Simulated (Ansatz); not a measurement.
# C2H8AlN: small, medium and large basis sets

One table from this session's results is given with a row withheld; the runs are named, their logs left out.

Program: Ansatz 0.2.0, Gaussian basis. Level of theory: one geometry, several basis sets. These are calculated values, not measurements.

Levels to be run: PBE0-D4/def2-SVP; ωB97M-V/def2-SVP; PBE0-D4/def2-QZVPP; ωB97M-V/def2-QZVPP; the functionals' def2-TZVPP values are taken from earlier runs.

**The relaxed structure**

All runs share one geometry, relaxed beforehand with PBE0-D4 in a triple-zeta def2 set.

SMILES `[CH3][Al]([CH3])[NH2]`, 12 atoms, charge 0, spin multiplicity 1.

Atoms are counted from 1 here; the program's logs count them from 0.

Bond lengths: C1–Al2 1.954 Å, C1–H5 1.093 Å, C1–H6 1.095 Å, C1–H7 1.095 Å, Al2–C3 1.954 Å, Al2–N4 1.774 Å, C3–H8 1.096 Å, C3–H9 1.093 Å, C3–H10 1.094 Å, N4–H11 1.007 Å, N4–H12 1.007 Å. Angles: Al2–C1–H5 112.8°, Al2–C1–H6 111.0°, Al2–C1–H7 111.3°, H5–C1–H6 107.5°, H5–C1–H7 107.6°, H6–C1–H7 106.3°, C1–Al2–C3 123.5°, C1–Al2–N4 118.4°, C3–Al2–N4 118.1°, Al2–C3–H8 110.8°, Al2–C3–H9 112.4°, Al2–C3–H10 111.9°, H8–C3–H9 107.0°, H8–C3–H10 106.6°, H9–C3–H10 107.8°, Al2–N4–H11 125.1°, Al2–N4–H12 125.0°, H11–N4–H12 109.9°.

Set-up of the first run:

in.yaml reads:

```yaml
crystal:
  periodic: [false, false, false]
  atoms:
    - {symbol: C, position_ang: [-0.453898, 1.614732, -0.831267]}
    - {symbol: Al, position_ang: [-0.083219, -0.142412, -0.061747]}
    - {symbol: C, position_ang: [1.167957, -0.432341, 1.411195]}
    - {symbol: N, position_ang: [-0.916656, -1.553492, -0.741534]}
    - {symbol: H, position_ang: [-1.129424, 1.567027, -1.689329]}
    - {symbol: H, position_ang: [-0.910055, 2.279724, -0.090118]}
    - {symbol: H, position_ang: [0.466806, 2.106972, -1.161210]}
    - {symbol: H, position_ang: [2.192318, -0.534840, 1.036566]}
    - {symbol: H, position_ang: [0.942322, -1.340145, 1.977385]}
    - {symbol: H, position_ang: [1.174254, 0.406648, 2.113033]}
    - {symbol: H, position_ang: [-0.807378, -2.501137, -0.418417]}
    - {symbol: H, position_ang: [-1.566126, -1.525836, -1.510758]}
basis:
  gaussian: {orbitals: def2-SVP}
hamiltonian: {xc: pbe0, dispersion: d4}
output: {orbitals: {seedname: orbitals}}
```

Command:

```bash
ansatz run in.yaml --threads 4 --pin off --events-out ev --progress --plain --max-ram 10444MiB
```

Steps of the session up to this table: PBE0-D4 in def2-SVP; ωB97M-V in def2-SVP; PBE0-D4 in def2-QZVPP; ωB97M-V in def2-QZVPP.

One table of the session follows, with a row left open; its other results are not shown here.

It belongs to the step «Functionals by basis». 

```
functional       basis  HOMO (eV)  LUMO (eV)
   PBE0-D4    def2-SVP      -7.00       0.57
   PBE0-D4  def2-TZVPP      -7.19       0.35
   PBE0-D4  def2-QZVPP      -7.23       0.04
   ωB97M-V    def2-SVP      -9.41       2.24
   ωB97M-V  def2-TZVPP          ?          ?
   ωB97M-V  def2-QZVPP      -9.66       1.15
```

Q: Estimate the row for ωB97M-V, def2-TZVPP from the others.

As computed: HOMO (eV): -9.61; LUMO (eV): 1.66. In the column «HOMO (eV)» it lies between ωB97M-V, def2-QZVPP (-9.66) and ωB97M-V, def2-SVP (-9.41).
